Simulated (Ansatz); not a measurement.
## MgC2 under changes of volume

One of the cells (12.974 Å³/atom); the others are scaled copies at fixed shape and fractional positions:

```
Mg C
1.0
     3.95078    0.00000    0.00000
     0.00000    3.95078    0.00000
     0.00000    0.00000    4.98709
Mg C
2 4
Cartesian
  0.0000 0.0000 2.4935
  1.9754 1.9754 0.0000
  1.5315 2.4192 2.4935
  2.4192 1.5315 2.4935
  3.5069 3.5069 0.0000
  0.4439 0.4439 0.0000
```

The cell comes from a database or a generator and needn't be the stable form of this composition.

```yaml
Program: Ansatz 0.2.0
Functional: revPBE
Dispersion: D4
Potentials_or_basis: Ansatz PAW
Cutoff: "420 eV (not typed: the program's choice for these potentials)"
k_mesh: 7 × 7 × 6
Occupations: gaussian, width 0.01 eV
Spin: no spin polarisation
```

| volume (Å³/atom) | energy over the lowest point (meV/atom) | pressure (GPa) | gap on the mesh (eV) | largest force (eV/Å) |
| --- | --- | --- | --- | --- |
| 12.195 | 37.87 | 15.2 | 2.54 | 2.107 |
| 12.455 | 15.88 | 11.2 | 2.57 | 1.463 |
| 12.714 | 3.00 | 4.7 | 2.60 | 0.783 |
| 12.974 | 0.00 | -0.6 | 2.63 | 0.161 |
| 13.233 | 3.98 | -4.1 | 2.65 | 0.388 |
| 13.493 | 12.65 | -6.5 | 2.67 | 0.886 |
| 13.752 | ? | ? | ? | ? |

Task: What does the run at 13.752 Å³/atom give?

Result: Energy over the lowest point 24.81 meV/atom; pressure -8.4 GPa; gap on the mesh 2.69 eV; largest force 1.347 eV/Å.

Worked out: A Birch-Murnaghan fit of order 3 (a polynomial in V^(-2/3)) to the other rows has its minimum at 12.96 Å³/atom with B0 = V·E''(V) = 216 GPa (rough, since the energies scatter) at fixed shape and positions, which overstates the stiffness. It gives 26.18 meV/atom at 13.752 Å³/atom, against the run's 24.81, and -dE/dV = -9.4 GPa, against -8.4. A straight line through the other rows of the gap, of slope 1.3 eV per unit of ln V, extrapolates to 2.70 eV, against the run's 2.69.

Energies are extrapolated to zero smearing.

Caveats: odd divisions of the mesh miss points on the zone boundary, where band edges often lie, so the gap on the mesh can be too wide; the PAW data sets come from PBE, with cores solved anew for the run's functional, which leaves a small shift of forces and pressure; forces of over 1 eV/Å show positions far from the minimum, so gaps and moduli don't describe the material at rest (some runs).

A mesh can miss the band edges.
